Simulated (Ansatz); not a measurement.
# NaLaMnMoO6 (I-4) in Ansatz: convergence with wavefunction cutoff

Aim: find how far wavefunction cutoff must go before the results for NaLaMnMoO6 settle, at PBE. This setting moves, with any that are tied to it; all else stays.

All numbers are computed with Ansatz 0.2.0; they aren't measurements. Logs are shortened: lines on timing, memory, paths and dates and some standing lists are left out, and cuts for length are marked.

## 1. The crystal as given

The structure is tetragonal, space group I-4 (No. 82). The conventional cell has a = 5.446 Å, b = 5.446 Å, c = 7.798 Å, α = 90.00°, β = 90.00°, γ = 90.00°. Na (site symmetry -4) is surrounded by 8 O at 2.51 to 2.72 Å. La (site symmetry -4) has 8 O at 2.51 to 2.72 Å as nearest neighbours. Mn (site symmetry -4) has 6 O at 1.93 to 1.94 Å as nearest neighbours. Around Mo (site symmetry -4) lie 6 O at 1.96 to 1.97 Å. O (site symmetry 1) is surrounded by 1 Mn at 1.94 Å and 1 Mo at 1.97 Å. O (site symmetry 2) is surrounded by 1 Mn at 1.93 Å and 1 Mo at 1.96 Å.

The cell was built by a generator and needn't be a form met in nature.

## 2. With wavefunction cutoff 200 eV

input.yaml reads:

```yaml
crystal:
  lattice:
    - [-2.72294, 2.72294, 3.89889]
    - [2.72294, -2.72294, 3.89889]
    - [2.72294, 2.72294, -3.89889]
  atoms:
    - { symbol: Na, position: [0.25, 0.75, 0.5] }
    - { symbol: La, position: [0.75, 0.25, 0.5] }
    - { symbol: Mn, position: [0.5, 0.5, 0.0], spin: 4.0 }
    - { symbol: Mo, position: [0.0, 0.0, 0.0], spin: 1.0 }
    - { symbol: O, position: [0.20766, 0.29607, 0.50371] }
    - { symbol: O, position: [0.29605, 0.79234, 0.08841] }
    - { symbol: O, position: [0.79236, 0.70395, 0.49629] }
    - { symbol: O, position: [0.70393, 0.20764, 0.91159] }
    - { symbol: O, position: [0.25194, 0.25194, 0.0] }
    - { symbol: O, position: [0.74806, 0.74806, 0.0] }
hamiltonian:
  xc: pbe
  pseudopotentials: { kind: paw }
magnetization:
  spin_polarized: true
kpoints:
  mp_grid: { grid: [5, 5, 5] }
scf:
  occupations: { method: fermi_dirac, width: 0.05 }
output:
  forces: true
  stress: true
  eigenvalues: true
basis:
  ecutwfc: "200 eV"
```

Potentials or basis: Ansatz PAW.

On the command line:

```sh
$ ansatz run input.yaml --threads 8 --pin off --max-ram 20480MiB --backend cpu --events-out ev --progress --plain --runs-dir out
```

The program printed:

```text
Warning: basis.ecutwfc = 200 eV is below the records' recommended 420 eV, and the density's cutoff is lower with it unless basis.ecutrho_ratio is high enough to keep the records' density cutoff: compare with a run at a higher cutoff
Warning: RAYON_NUM_THREADS=8 ignored (pool sized by the plan → 8); use --threads N
Engine: ansatz 0.2.0, aarch64-unknown-linux-gnu
Pseudopotentials: kind: paw
Pseudopotential: Na, paw, valence charge 9, recommended cutoff 420 eV (normal), Na.paw.azcp
Pseudopotential: La, paw, valence charge 11, recommended cutoff 420 eV (normal), La.paw.azcp
Pseudopotential: Mn, paw, valence charge 15, recommended cutoff 420 eV (normal), Mn.paw.azcp
Pseudopotential: Mo, paw, valence charge 14, recommended cutoff 420 eV (normal), Mo.paw.azcp
Pseudopotential: O, paw, valence charge 6, recommended cutoff 420 eV (normal), O.paw.azcp
Functional definition: PBE
  parameter kappa = 0.804
  parameter beta = 0.06672455060314922
  exchange = pbe_x(kappa = kappa, mu = beta*pi^2/3)
  correlation = pbe_c(beta = beta)
Crystal: 10 atoms, lattice volume = 115.632 Å³
Basis set: ecut = 200 eV, 733 PW (Γ), exchange–correlation on 54×54×54 points (8 copies of the dense FFT grid, shifted against one another)
Bands: 55, of which v1, the nominal top of the filled ones, is band 43 counted from 1 (42 counted from 0)
Symmetry: 4 space group operations
Space group: I-4 (ITA 82), of the structure as read, at distance tolerance 4.9e-5 Å
Magnetic group: BNS 82.39 (UNI 699), of the structure as read, at distance tolerance 4.9e-5 Å
k-points: 21 of 125 (time reversal used)
Non-local potential: Na, projectors of the file, l = 0: 3, l = 1: 2, l = 2: 1
Non-local potential: La, projectors of the file, l = 0: 3, l = 1: 2, l = 2: 2, l = 3: 3
Non-local potential: Mn, projectors of the file, l = 0: 3, l = 1: 2, l = 2: 3, l = 3: 1
Non-local potential: Mo, projectors of the file, l = 0: 3, l = 1: 2, l = 2: 2, l = 3: 1
Non-local potential: O, projectors of the file, l = 0: 2, l = 1: 2, l = 2: 1
PAW form: soft (Blöchl's): semilocal exchange-correlation on the pseudo side does not see the compensation charge
PAW one-centre angular grid: Na, 110 points (default); XC on 64 Gauss nodes
PAW one-centre angular grid: La, 590 points (default); XC on 64 Gauss nodes
PAW one-centre angular grid: Mn, 590 points (default); XC on 64 Gauss nodes
PAW one-centre angular grid: Mo, 590 points (default); XC on 64 Gauss nodes
[... 24 lines left out ...]
SCF 1 converged in 16 iterations: F = -19950.811807 eV  dr2 = 2.86e-8
SCF converged after 16 iterations
Magnetization: 1.9894 μB (43.4947 up, 41.5053 down)
Absolute magnetization: 3.3606 μB (∫|ρ↑−ρ↓|, with the PAW one-centre terms)
Spin contamination: 0.5600 ħ² per cell (⟨S²⟩ above its minimum at these occupations)
Per-site moments (μB) at R_I (Å): [(0.0006313237907974927, 1.0363794031407823), (-0.00987456486624076, 1.036429318090152), (2.1957174890283873, 0.7979058890549997), (-0.3079679932255357, 0.810386235945), (0.012990283809682486, 0.8007492212059624), (0.012990283809682786, 0.8007492212059624), (0.01299028380968285, 0.8007492212059624), (0.01299028380968272, 0.8007492212059624), (0.003187527878294106, 0.797905889055), (0.0031875278782944206, 0.7979058890549997)]
Free energy (F): -19950.811807 eV
Harris-Foulkes:  -19950.811807 eV  (|F-HF|=2.44e-8)
Internal energy: -19950.778816 eV  (E = F + TS)
E sigma→0 (E₀):  -19950.795312 eV
Entropy (-TS):   -0.032990 eV (-3.299 meV/atom)
Fermi energy:    12.694433 eV
--- Per-component energies (eV) ---
  E_band       = -608.120359
  E_kinetic    = 2218.032279
  E_local      = -6600.303199  (includes V_loc(G=0)·N_el)
  E_nonlocal   = 789.089038
  E_hartree    = 2462.182334
  E_xc         = -951.419280
  E_vxc        = -1180.292088  (∫ρ·V_xc dr)
  E_paw        = -11105.403855  (= ΣΔE_a)
  E_vpaw       = -759.112006  (= ΣTr[D̂ρ^β])
  E_aug_tail   = 0.096468  (compensation charges beyond the density's cutoff)
  E_ewald      = -6763.052601
  E_smearing   = -0.032990  (= −TS)
  E_closure    = -0.000000  (closes the sum)
  Σ components = -19950.811807   (vs F -19950.811807, Δ=0.00e0)
--- Forces (eV/Å), atoms counted from 1 ---
  atom   1  Na     0.00000000     0.00000000     0.00000000
  atom   2  La     0.00000000     0.00000000     0.00000000
  atom   3  Mn     0.00000000     0.00000000     0.00000000
  atom   4  Mo     0.00000000     0.00000000     0.00000000
  atom   5  O      0.42590906    -0.29560919     0.06717850
  atom   6  O      0.29560919     0.42590906    -0.06717850
  atom   7  O     -0.42590906     0.29560919     0.06717850
  atom   8  O     -0.29560919    -0.42590906    -0.06717850
  atom   9  O     -0.00000000    -0.00000000     0.13687963
  atom  10  O      0.00000000     0.00000000    -0.13687963
  max |Σ_I F_I| component: 4.86e-17 eV/Å
--- Stress (GPa, compression-positive) ---
       14.795038       0.000002       0.000000
       -0.000002      14.795038       0.000000
        0.000000       0.000000      13.474823
  P = ⅓ Tr σ = 14.3550 GPa (143.550 kbar)
--- Band table (eV; the first three rows and the last of 42) ---
  k-point 0 ↑: bands = ["-70.9015", "-51.4166", "-40.4402", "-39.2154", "-39.2078", "-39.2078", "-25.0169", "-24.9975", "-24.9975", "-20.3182", "-12.0190", "-12.0190", "-12.0033", "-8.5723", "-7.9539", "-7.8047", "-7.4274", "-7.4274", "-7.4192", "-4.1710", "-4.1710", "-3.9826", "4.8302", "4.8408", "5.0099", "5.9622", "6.0563", "6.0563", "7.1350", "7.1591", "7.1591", "8.6239", "8.8876", "8.8876", "9.5689", "9.6593", "9.6593", "9.7649", "9.9264", "9.9264", "10.0713", "10.4296", "10.4296", "12.0191", "12.4478", "13.4886", "13.4886", "13.7502", "15.2889", "15.5976", "15.8784", "16.0005", "16.0005", "16.0961", "16.2676"]
  k-point 1 ↑: bands = ["-70.9122", "-51.4183", "-40.4431", "-39.2635", "-39.2162", "-39.1984", "-25.0356", "-25.0145", "-24.9897", "-20.3185", "-12.0907", "-12.0133", "-12.0115", "-8.5692", "-7.9715", "-7.8155", "-7.5798", "-7.4850", "-7.4368", "-4.0142", "-3.9490", "-3.8368", "4.7085", "4.9249", "5.6380", "5.8437", "6.1669", "6.2620", "6.3470", "7.0211", "7.1146", "8.0534", "8.2234", "8.3952", "8.5985", "9.3043", "9.4564", "9.6166", "9.6670", "10.1406", "10.2019", "10.8032", "10.8556", "12.3011", "13.0504", "13.3744", "13.4598", "13.7301", "15.6554", "15.8894", "15.9517", "16.0662", "16.1001", "16.1682", "16.2345"]
  k-point 2 ↑: bands = ["-70.9310", "-51.4207", "-40.4488", "-39.2715", "-39.2618", "-39.2284", "-25.0454", "-25.0369", "-25.0243", "-20.3188", "-12.1053", "-12.0864", "-12.0218", "-8.6285", "-8.0228", "-7.7899", "-7.7224", "-7.6110", "-7.4419", "-3.7880", "-3.6189", "-3.5654", "4.3905", "4.7374", "5.2610", "5.3513", "6.3787", "6.5298", "6.9879", "7.0264", "7.3945", "7.5084", "7.5201", "7.8009", "7.9275", "8.8465", "8.9049", "9.5922", "9.6890", "9.9403", "10.0845", "10.9360", "10.9795", "12.1366", "13.1486", "13.3192", "13.6723", "13.7097", "15.7067", "15.8424", "15.8802", "16.0247", "16.0909", "16.0967", "16.1112"]
  k-point 20 ↓: bands = ["-68.2658", "-51.7570", "-40.4423", "-36.6667", "-36.5975", "-36.5928", "-25.4431", "-25.3686", "-25.3661", "-20.3172", "-12.0482", "-12.0478", "-11.9969", "-8.5995", "-8.1610", "-7.7853", "-7.5832", "-7.4928", "-7.3887", "-3.8403", "-3.7118", "-3.4174", "4.5371", "5.2255", "5.4008", "5.7406", "6.3044", "6.4674", "6.7951", "7.0962", "7.4848", "7.6814", "8.0276", "8.4882", "8.5268", "8.7160", "8.8955", "9.0786", "9.2193", "10.0379", "12.1489", "13.1937", "13.2416", "13.3622", "13.6581", "13.8176", "14.3255", "14.3687", "15.9074", "16.0121", "16.0748", "16.1501", "16.1724", "16.2008", "16.3122"]
```

Run time: 5.2 s. Hardware: 8 threads of Arm Neoverse V1, shared host; peak memory 0.48 GiB.

Results:

```yaml
Free_energy: -19950.8118 eV
Pressure: 14.4 GPa
Largest_force: 0.523 eV/Å
Band_gap_on_the_k_mesh: none (metal or under the smearing width)
Net_moment: 1.99 μB per cell
Absolute_moment: 3.36 μB per cell
Site_moments: Na +0.00; La -0.01; Mn +2.20; Mo -0.31; O +0.01, +0.00 μB
```

## 3. With wavefunction cutoff 250 eV

Edit input.yaml of step 2 so:

```diff
@@ -30,2 +30,2 @@
 basis:
-  ecutwfc: "200 eV"
+  ecutwfc: "250 eV"
```

Potentials or basis: Ansatz PAW.

On the command line:

```sh
$ ansatz run input.yaml --threads 8 --pin off --max-ram 20480MiB --backend cpu --events-out ev --progress --plain --runs-dir out
```

Wall time 5.2 s (8 threads of Arm Neoverse V1, shared host); peak memory 0.53 GiB.

Results:

```yaml
Free_energy: -19990.5411 eV
Pressure: -1.6 GPa
Largest_force: 0.328 eV/Å
Band_gap_on_the_k_mesh: none (metal or under the smearing width)
Net_moment: 2.41 μB per cell
Absolute_moment: 3.67 μB per cell
Site_moments: Na +0.00; La -0.01; Mn +2.49; Mo -0.30; O +0.02, +0.01 μB
```

## 4. With wavefunction cutoff 300 eV

Edit input.yaml of step 3 so:

```diff
@@ -30,2 +30,2 @@
 basis:
-  ecutwfc: "250 eV"
+  ecutwfc: "300 eV"
```

On the command line:

```sh
$ ansatz run input.yaml --threads 8 --pin off --max-ram 20480MiB --backend cpu --events-out ev --progress --plain --runs-dir out
```

It took 7.2 s on 8 threads of Arm Neoverse V1, shared host; peak memory 0.57 GiB.

What came out:

- Free energy: -20000.6385 eV
- Pressure: -0.6 GPa
- Largest force: 0.188 eV/Å
- Band gap on the k mesh: none (metal or under the smearing width)
- Net moment: 2.19 μB per cell
- Absolute moment: 3.58 μB per cell
- Site moments: Na +0.00; La -0.01; Mn +2.36; Mo -0.33; O +0.02, +0.01 μB

## 5. With wavefunction cutoff 350 eV

Edit input.yaml of step 4 so:

```diff
@@ -30,2 +30,2 @@
 basis:
-  ecutwfc: "300 eV"
+  ecutwfc: "350 eV"
```

On the command line:

```sh
$ ansatz run input.yaml --threads 8 --pin off --max-ram 20480MiB --backend cpu --events-out ev --progress --plain --runs-dir out
```

It took 8 s on 8 threads of Arm Neoverse V1, shared host; peak memory 0.64 GiB.

Results:

| Item | Value |
| --- | --- |
| Free energy | -20003.1282 eV |
| Pressure | 0.6 GPa |
| Largest force | 0.134 eV/Å |
| Band gap on the k mesh | none (metal or under the smearing width) |
| Net moment | 2.12 μB per cell |
| Absolute moment | 3.54 μB per cell |
| Site moments | Na +0.00; La -0.01; Mn +2.30; Mo -0.34; O +0.02, +0.01 μB |

## 6. With wavefunction cutoff 400 eV

Edit input.yaml of step 5 so:

```diff
@@ -30,2 +30,2 @@
 basis:
-  ecutwfc: "350 eV"
+  ecutwfc: "400 eV"
```

Potentials or basis: Ansatz PAW.

On the command line:

```sh
$ ansatz run input.yaml --threads 8 --pin off --max-ram 20480MiB --backend cpu --events-out ev --progress --plain --runs-dir out
```

Run time: 8.7 s. Hardware: 8 threads of Arm Neoverse V1, shared host; peak memory 0.7 GiB.

The run converged. Its results:

- Free energy: -20003.6338 eV
- Pressure: 0.5 GPa
- Largest force: 0.119 eV/Å
- Band gap on the k mesh: none (metal or under the smearing width)
- Net moment: 2.10 μB per cell
- Absolute moment: 3.53 μB per cell
- Site moments: Na +0.00; La -0.01; Mn +2.29; Mo -0.34; O +0.02, +0.01 μB

## 7. With wavefunction cutoff 450 eV

Edit input.yaml of step 6 so:

```diff
@@ -30,2 +30,2 @@
 basis:
-  ecutwfc: "400 eV"
+  ecutwfc: "450 eV"
```

On the command line:

```sh
$ ansatz run input.yaml --threads 8 --pin off --max-ram 20480MiB --backend cpu --events-out ev --progress --plain --runs-dir out
```

Wall time 10 s (8 threads of Arm Neoverse V1, shared host); peak memory 0.77 GiB.

The run converged. Its results:

| Property | Result |
| --- | --- |
| Free energy | -20003.7094 eV |
| Pressure | 0.5 GPa |
| Largest force | 0.118 eV/Å |
| Band gap on the k mesh | none (metal or under the smearing width) |
| Net moment | 2.10 μB per cell |
| Absolute moment | 3.53 μB per cell |
| Site moments | Na +0.00; La -0.01; Mn +2.29; Mo -0.34; O +0.02, +0.01 μB |

## 8. With wavefunction cutoff 500 eV

Edit input.yaml of step 7 so:

```diff
@@ -30,2 +30,2 @@
 basis:
-  ecutwfc: "450 eV"
+  ecutwfc: "500 eV"
```

On the command line:

```sh
$ ansatz run input.yaml --threads 8 --pin off --max-ram 20480MiB --backend cpu --events-out ev --progress --plain --runs-dir out
```

Wall time 12 s (8 threads of Arm Neoverse V1, shared host); peak memory 0.82 GiB.

Results (log left out):

```yaml
Free_energy: -20003.7169 eV
Pressure: 0.5 GPa
Largest_force: 0.119 eV/Å
Band_gap_on_the_k_mesh: none (metal or under the smearing width)
Net_moment: 2.10 μB per cell
Absolute_moment: 3.53 μB per cell
Site_moments: Na +0.00; La -0.01; Mn +2.29; Mo -0.34; O +0.02, +0.01 μB
```

## 9. With wavefunction cutoff 600 eV

Edit input.yaml of step 8 so:

```diff
@@ -30,2 +30,2 @@
 basis:
-  ecutwfc: "500 eV"
+  ecutwfc: "600 eV"
```

Potentials or basis: Ansatz PAW.

On the command line:

```sh
$ ansatz run input.yaml --threads 8 --pin off --max-ram 20480MiB --backend cpu --events-out ev --progress --plain --runs-dir out
```

Run time: 15 s. Hardware: 8 threads of Arm Neoverse V1, shared host; peak memory 0.98 GiB.

It converged, with:

```
Free energy            : -20003.7217 eV
Pressure               : 0.5 GPa
Largest force          : 0.120 eV/Å
Band gap on the k mesh : none (metal or under the smearing width)
Net moment             : 2.10 μB per cell
Absolute moment        : 3.53 μB per cell
Site moments           : Na +0.00; La -0.01; Mn +2.29; Mo -0.34; O +0.02, +0.01 μB
```

## 10. With wavefunction cutoff 800 eV

Edit input.yaml of step 9 so:

```diff
@@ -30,2 +30,2 @@
 basis:
-  ecutwfc: "600 eV"
+  ecutwfc: "800 eV"
```

On the command line:

```sh
$ ansatz run input.yaml --threads 8 --pin off --max-ram 20480MiB --backend cpu --events-out ev --progress --plain --runs-dir out
```

It took 21 s on 8 threads of Arm Neoverse V1, shared host; peak memory 1.3 GiB.

The run converged. Its results:

* Free energy: -20003.7252 eV
* Pressure: 0.5 GPa
* Largest force: 0.120 eV/Å
* Band gap on the k mesh: none (metal or under the smearing width)
* Net moment: 2.10 μB per cell
* Absolute moment: 3.53 μB per cell
* Site moments: Na +0.00; La -0.01; Mn +2.29; Mo -0.34; O +0.02, +0.01 μB

## 11. Summary

```tsv
wavefunction cutoff	energy less the tightest run, at zero smearing (meV/atom)	pressure (GPa)	largest force (eV/Å)	absolute moment (μB)	SCF cycles	CPU time (s)	peak memory (GiB)
200 eV	5291.39	14.35	0.523	3.36	16	32	0.48
250 eV	1318.19	-1.62	0.328	3.67	16	35	0.53
300 eV	308.63	-0.56	0.188	3.58	16	48	0.57
350 eV	59.69	0.59	0.134	3.54	16	56	0.64
400 eV	9.13	0.50	0.119	3.53	15	61	0.7
450 eV	1.57	0.50	0.118	3.53	16	72	0.77
500 eV	0.83	0.51	0.119	3.53	17	86	0.82
600 eV	0.35	0.50	0.120	3.53	18	110	0.98
800 eV	0.00	0.51	0.120	3.53	18	160	1.3
```

Against the tightest run, the energy stays within 1 meV/atom from 500 eV on; the pressure stays within 0.1 GPa from 350 eV on; the largest force stays within 0.005 eV/Å from 400 eV on; the absolute moment stays within 0.02 μB from 350 eV on. The tightest run that finished is the yardstick and may itself not be fully converged.

Caveats: a cell with one magnetic atom can't hold antiferromagnetic order, which such compounds often take; semilocal functionals often make such compounds metallic where correlation or magnetic order opens a gap, which also shifts bond lengths; the starting moments weren't kept.
